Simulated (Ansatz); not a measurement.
# AlAs+ (quartet): wave-function methods side by side, cc-pVTZ

The task here is to estimate one member of a computed series from the others.

The runs use Ansatz 0.2.0, Gaussian basis; cc-pVTZ, core rule «outside noble gas», up to 19 orbitals frozen.

To be run: UHF; CCSD(T) on ROHF; CCSD(T) on UHF; BCCD(T) on ROHF; CISD as a restricted active space (open shells left free, so some higher excitations enter); CCSDT(Q) on ROHF; CCSDT(Q) on UHF; CASSCF and MRCISD+Q, 7 electrons in 8 orbitals; CASSCF and NEVPT2, 7 electrons in 8 orbitals.

19 further runs of the same task are left out: 5 for a known fault of the program, 4 that didn't finish, 10 set aside as unsound or not needed. Runs told in other sessions of the task aren't counted.

## The system

The geometry is a PBE0/def2-TZVP stationary point (not a proven minimum). No spin-orbit coupling is included. The filled d shell of As may be among the frozen orbitals whatever the setting's name suggests.

2 atoms, charge 1, spin multiplicity 4.

Atoms are counted from 1 here; the program's logs count them from 0.

Bond lengths: Al1–As2 2.582 Å.

The first run:

Contents of in.yaml:

```yaml
crystal:
  periodic: [false, false, false]
  atoms:
    - {symbol: Al, position_ang: [0.000000, 0.000000, 0.000000]}
    - {symbol: As, position_ang: [0.000000, 0.000000, 2.582200]}
basis:
  gaussian: {orbitals: cc-pVTZ}
total_charge: 1
magnetization: {spin_polarized: true, initial_magnetization: 3}
hamiltonian: {xc: hf}
output: {orbitals: {seedname: orbitals}}
```

On the command line:

```console
> ansatz run in.yaml --threads 1 --pin off --events-out ev --progress --plain --max-ram 2393MiB
```

Steps of the session up to this table: UHF; CCSD(T) on ROHF; CCSD(T) on UHF; BCCD(T) on ROHF; CISD as a restricted active space (open shells left free, so some higher excitations enter); CCSDT(Q) on ROHF; CCSDT(Q) on UHF; CASSCF and MRCISD+Q, 7 electrons in 8 orbitals; CASSCF and NEVPT2, 7 electrons in 8 orbitals.

One of the session's tables, all rows but one given; the rest of the session is left out.

| method | from UCCSDT(Q) (meV) |
| --- | --- |
| ROHF | +4073.7 |
| UHF | +3876.1 |
| RMP2 | +895.0 |
| UMP2 | +893.7 |
| CISD | +353.7 |
| RCCSD | +214.3 |
| UCCSD | +195.1 |
| RCCSD(T) | +54.2 |
| UCCSD(T) | +39.4 |
| BCCD(T) | +53.8 |
| RCCSDT | +22.6 |
| UCCSDT | +7.6 |
| RCCSDT(Q) | +15.1 |
| UCCSDT(Q) | 0 |
| CASSCF valence | +2853.4 |
| NEVPT2 valence | ? |
| MRCISD valence | +194.0 |
| MRCISD+Q valence | +22.5 |

**Question.** Estimate the row for NEVPT2 valence.

As computed: from UCCSDT(Q) (meV): +609.1. In the column «from UCCSDT(Q) (meV)» it lies between CISD (+353.7) and UMP2 (+893.7).

Caveats from the session: Restricted and unrestricted rows rest on different reference determinants; a gap between their highest levels can come from leftover correlation error, from unlike frozen cores or from another state.
